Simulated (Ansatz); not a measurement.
This script makes vertical spin-state energies of F2In, SMILES [F][In][F] with Ansatz's Python interface.

`f2in.py`:
```python
"""Vertical spin-state energies of F2In."""

import logging
import sys

import ansatz as az

logging.basicConfig(stream=sys.stdout, format="%(levelname)s %(message)s")
logger = logging.getLogger("ansatz_job")
logger.setLevel(logging.INFO)

mol = (
    az.Crystal.molecule()
    .atom("F", (0.6387, 1.5615, 0.5106))
    .atom("In", (-0.2701, 0.1552, -0.1281))
    .atom("F", (-0.3795, -1.7815, -0.3957))
)

base = (
    mol.calculation()
    .basis(gaussian="def2-SVP")
    .functional("pbe0")
)
found = {}
for unpaired in [1, 3, 5]:
    report = base.spin("collinear", total=unpaired).run().report
    s = unpaired / 2
    found[unpaired] = report["free_energy_ev"]
    logger.info(f"2S+1 = {unpaired + 1}: E = {found[unpaired]:.5f} eV, <S^2> = {abs(report['mean_field']['state']['spin_squared']):.3f} (pure state {s * (s + 1):.2f})")
lowest = min(found, key=found.get)
for unpaired, e in found.items():
    logger.info(f"multiplicity {unpaired + 1}: {96.485332 * (e - found[lowest]):.1f} kJ/mol above the lowest")
```

Which spin state is lowest at this geometry, and how far above lie the others?

In order: multiplicity 2 (+0.00 eV), multiplicity 4 (+7.05 eV) and multiplicity 6 (+15.03 eV), all at the one geometry.

What the script printed:

```console
$ python f2in.py
INFO 2S+1 = 2: E = -10597.91579 eV, <S^2> = 0.754 (pure state 0.75)
INFO 2S+1 = 4: E = -10590.86086 eV, <S^2> = 3.754 (pure state 3.75)
INFO 2S+1 = 6: E = -10582.88260 eV, <S^2> = 8.754 (pure state 8.75)
INFO multiplicity 2: 0.0 kJ/mol above the lowest
INFO multiplicity 4: 680.7 kJ/mol above the lowest
INFO multiplicity 6: 1450.5 kJ/mol above the lowest
```

The settings weren't tested for convergence. The geometry is a force-field or estimated start, not a minimum of this method, and the basis set is short of its limit. All parts are taken at fixed geometry, without zero-point energy. def2 sets replace the cores of elements past krypton by effective core potentials. The species is open-shell (spin multiplicity 2). Spin-orbit coupling, which mixes and shifts the spin states of heavy atoms, is left out. Wall time of the script: 17 s on 1 thread of Arm Neoverse V1 (shared host), peak memory 0.21 GiB.

(Lines on the test bed's own set-up are left out of the output.)
